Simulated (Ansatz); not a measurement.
# CH7AlN2: basis-set convergence

The task here is to estimate one member of a computed series from the others.

Computed with Ansatz 0.2.0, Gaussian basis. Level: one geometry, several basis sets.

The runs, in order: PBE0-D4/def2-SVP; ωB97M-V/def2-SVP; PBE0-D4/def2-QZVPP; ωB97M-V/def2-QZVPP; the functionals' def2-TZVPP values are taken from earlier runs.

## Structure used throughout

All runs share one geometry, relaxed beforehand with PBE0-D4 in a triple-zeta def2 set.

SMILES `C[NH][AlH][NH2]`, 11 atoms, charge 0, spin multiplicity 1.

Atoms are counted from 1 here; the program's logs count them from 0.

Bond lengths: C1–N2 1.445 Å, C1–H5 1.097 Å, C1–H6 1.097 Å, C1–H7 1.093 Å, N2–Al3 1.771 Å, N2–H8 1.009 Å, Al3–N4 1.770 Å, Al3–H9 1.580 Å, N4–H10 1.007 Å, N4–H11 1.006 Å. Angles: N2–C1–H5 112.6°, N2–C1–H6 112.6°, N2–C1–H7 110.2°, H5–C1–H6 107.6°, H5–C1–H7 106.8°, H6–C1–H7 106.8°, C1–N2–Al3 129.3°, C1–N2–H8 112.0°, Al3–N2–H8 118.7°, N2–Al3–N4 120.2°, N2–Al3–H9 119.6°, N4–Al3–H9 120.3°, Al3–N4–H10 123.3°, Al3–N4–H11 126.7°, H10–N4–H11 110.0°.

Set-up of the first run:

in.yaml reads:

```yaml
crystal:
  periodic: [false, false, false]
  atoms:
    - {symbol: C, position_ang: [-0.936785, 1.365354, -0.203043]}
    - {symbol: N, position_ang: [-0.693933, 0.314621, 0.759258]}
    - {symbol: Al, position_ang: [0.425106, -1.054369, 0.666242]}
    - {symbol: N, position_ang: [1.446651, -1.272666, -0.762737]}
    - {symbol: H, position_ang: [-1.971742, 1.372639, -0.567365]}
    - {symbol: H, position_ang: [-0.720118, 2.362933, 0.198971]}
    - {symbol: H, position_ang: [-0.294786, 1.230960, -1.077377]}
    - {symbol: H, position_ang: [-1.267645, 0.416993, 1.582623]}
    - {symbol: H, position_ang: [0.506189, -2.077930, 1.867521]}
    - {symbol: H, position_ang: [2.100280, -2.031387, -0.864986]}
    - {symbol: H, position_ang: [1.472184, -0.684246, -1.578607]}
basis:
  gaussian: {orbitals: def2-SVP}
hamiltonian: {xc: pbe0, dispersion: d4}
output: {orbitals: {seedname: orbitals}}
```

Started as:

```bash
$ ansatz run in.yaml --threads 2 --pin off --events-out ev --progress --plain --max-ram 4352MiB
```

Among the steps run: PBE0-D4 in def2-SVP; ωB97M-V in def2-SVP; PBE0-D4 in def2-QZVPP; ωB97M-V in def2-QZVPP.

One table of the session follows, with a row left open; its other results are not shown here.

```
functional       basis  HOMO (eV)  LUMO (eV)
   PBE0-D4    def2-SVP          ?          ?
   PBE0-D4  def2-TZVPP      -6.48       0.42
   PBE0-D4  def2-QZVPP      -6.53       0.17
   ωB97M-V    def2-SVP      -8.57       2.45
   ωB97M-V  def2-TZVPP      -8.81       1.96
   ωB97M-V  def2-QZVPP      -8.87       1.32
```

Q: Estimate the row for PBE0-D4, def2-SVP from the others.

**Answer.** HOMO (eV): -6.25; LUMO (eV): 0.75. In the column «HOMO (eV)» it is the highest.
